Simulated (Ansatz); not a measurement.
PtSe, 2 atoms in the cell. Symmetry: F-43m, No. 216, cubic system. Conventional cell: a = 6.075 Å, b = 6.075 Å, c = 6.075 Å, α = 90.00°, β = 90.00°, γ = 90.00°. Pt (site symmetry -43m) has 4 Se at 2.63 Å as nearest neighbours. Around Se (site symmetry -43m) lie 4 Pt at 2.63 Å. The cell comes from a database or a generator and needn't be the stable form of this composition.

```yaml
Program: Ansatz 0.2.0
Task: band structure
Functional: HSE06
Potentials_or_basis: Ansatz PAW
Cutoff: "420 eV (not typed: the program's choice for these potentials)"
k_mesh: 4 × 4 × 4
Occupations: fermi-dirac, width 0.05 eV
Spin: no spin polarisation
Path: "[[\"G\", \"X\", \"W\", \"K\", \"G\", \"L\", \"U\", \"W\", \"L\", \"K\"], [\"U\", \"X\"]]"
Points_for_each_segment_of_the_path: 4
```

Hardware: 1 × NVIDIA H100 80GB HBM3 with 2 threads of AMD EPYC 7R13 Processor (Zen 3) (shared host).

**Question.** How long does it take, and how much memory?

**Answer.** Run time: 36 s on 1 × NVIDIA H100 80GB HBM3 with 2 threads of AMD EPYC 7R13 Processor (Zen 3) (shared host), peak memory 1.8 GiB. Counts: scf iterations 17, plane waves 1067, k points 8, bands 23.
